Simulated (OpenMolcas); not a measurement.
**S12g/6-311++G(2d,2p) run of BH3O3 (boric acid)**

What is the vertical ionisation energy of BH3O3 (boric acid) at S12g/6-311++G(2d,2p)? 

Program for the calculation: OpenMolcas 26.06.

### Step 1. The molecule

BH3O3: 7 atoms, total charge 0, spin state singlet. As SMILES, `OB(O)O`. The shape is that of a PBE0-D4/def2-TZVP optimisation. This is a higher conformer, about 20 kJ/mol above the lowest found by a separate search.

Bond lengths: O1–B2 1.367 Å, B2–O3 1.360 Å, B2–O4 1.376 Å, O1–H5 0.957 Å, O3–H6 0.959 Å, O4–H7 0.957 Å. Angles: O1–B2–O3 116.5°, O1–B2–O4 125.2°, O3–B2–O4 118.3°, B2–O1–H5 115.3°, B2–O3–H6 111.6°, B2–O4–H7 115.8°.

### Step 2. A single-point energy at S12g/6-311++G(2d,2p)

File job.input:

```
* BH3O3 Kohn-Sham DFT
>>> EXPORT MOLCAS_PRINT=2
&GATEWAY
BasLib
$CurrDir
Coord
7
angstrom
O       -1.109700       0.802600       0.321900
B       -0.012200      -0.006800       0.228700
O        0.501200      -0.469300       1.400100
O        0.600700      -0.381300      -0.945400
H       -1.457400       1.118600      -0.511500
H        1.266800      -1.028200       1.254500
H        0.210500      -0.035700      -1.748300
Basis
6-311ppG2d2p
Group
NoSym
&SEWARD
&SCF
KSDFT
S12G
PrOrbitals
1 1
```

The basis set 6-311++G(2d,2p) is read from a file made from the Basis Set Exchange's data (not shown).

Launch:

```console
$ export MOLCAS_MEM=1860
$ pymolcas job.input > job.log
```

The program printed:

```text
--- Start Module: gateway ---
[...]
--- Stop Module: gateway /rc=_RC_ALL_IS_WELL_ ---
--- Start Module: seward ---
[...]
      Basis functions          138
--- Stop Module: seward /rc=_RC_ALL_IS_WELL_ ---
[...]
--- Start Module: scf ---
[...]
       Convergence after  14 Iterations
[...]
::    Total KS-DFT energy                            -252.5359205065
[...]
      Total spin, S                                     0.0000000000
[...]
      Total electronic charge=   32.000000
      Total            charge=   -0.000000
[...]
      Dipole Moment (debye):
      Origin of the operator (angstrom)=   -0.0039   -0.0127    0.2246
                   X=  5.3830E-04               Y=  1.9663E-01               Z= -2.8486E+00           Total=  2.8554E+00
      Quadrupole Moment (debye*angstrom):
[...]
--- Stop Module: scf /rc=_RC_ALL_IS_WELL_ ---
[...]
```

It took 35 s on 1 thread of Arm Neoverse V1, shared host; peak memory 1.1 GiB.

### Step 3. The doublet cation at the same level

File job.inp:

```
&GATEWAY
BASLIB
$CurrDir
COORD
7
angstrom
O       -1.109700       0.802600       0.321900
B       -0.012200      -0.006800       0.228700
O        0.501200      -0.469300       1.400100
O        0.600700      -0.381300      -0.945400
H       -1.457400       1.118600      -0.511500
H        1.266800      -1.028200       1.254500
H        0.210500      -0.035700      -1.748300
BASIS
6-311ppG2d2p
GROUP
NoSym
&SEWARD
&SCF
UHF
CHARGE
1
SPIN
2
KSDFT
S12G
PRORBITALS
1 1
```

The basis set 6-311++G(2d,2p) is read from a file made from the Basis Set Exchange's data (not shown).

Launch:

```console
$ export MOLCAS_MEM=1860
$ pymolcas job.inp > job.log
```

The program printed:

```text
--- Start Module: gateway ---
[...]
--- Stop Module: gateway /rc=_RC_ALL_IS_WELL_ ---
--- Start Module: seward ---
[...]
      Basis functions          138
--- Stop Module: seward /rc=_RC_ALL_IS_WELL_ ---
[...]
--- Start Module: scf ---
[...]
       Convergence after  37 Iterations
[...]
::    Total KS-DFT energy                            -252.1144762428
[...]
      Total spin, S                                     0.5018873225
[...]
      Total electronic charge=   31.000000
      Total            charge=    1.000000
[...]
      Dipole Moment (debye):
      Origin of the operator (angstrom)=   -0.0039   -0.0127    0.2246
                   X= -1.0803E+00               Y=  1.2583E+00               Z= -6.5875E+00           Total=  6.7931E+00
      Center of Charge (angstrom)
[...]
--- Stop Module: scf /rc=_RC_ALL_IS_WELL_ ---
[...]
```

Run time: 95 s. Hardware: 1 thread of Arm Neoverse V1, shared host; peak memory 1.1 GiB.

### Step 4. What came out

Level: S12g/6-311++G(2d,2p).

| quantity | value |
| --- | --- |
| singlet BH3O3: total energy | -252.53592 Eh |
| singlet BH3O3: dipole moment | 2.86 D |
| singlet BH3O3: HOMO energy | -7.57 eV |
| singlet BH3O3: LUMO energy | -1.32 eV |
| singlet BH3O3: HOMO–LUMO gap | 6.25 eV |
| doublet cation: total energy | -252.11448 Eh |
| doublet cation: HOMO energy (highest over α and β) | -15.32 eV |
| doublet cation: LUMO energy (lowest over α and β) | -14.88 eV |
| doublet cation: ⟨S²⟩ | 0.754 |
| vertical ionisation energy (to the doublet cation) | 11.468 eV |

Removing an electron at fixed nuclei costs 11.47 eV (1107 kJ/mol). The negative HOMO energy of the first species, 7.57 eV, lies 3.90 eV below that difference. Mulliken charges (singlet BH3O3) run from -0.76 on O4 to +1.43 on B2; in a basis this large or diffuse they mean little. Mulliken charges (doublet cation) run from -0.85 on O3 to +1.41 on B2; in a basis this large or diffuse they mean little.
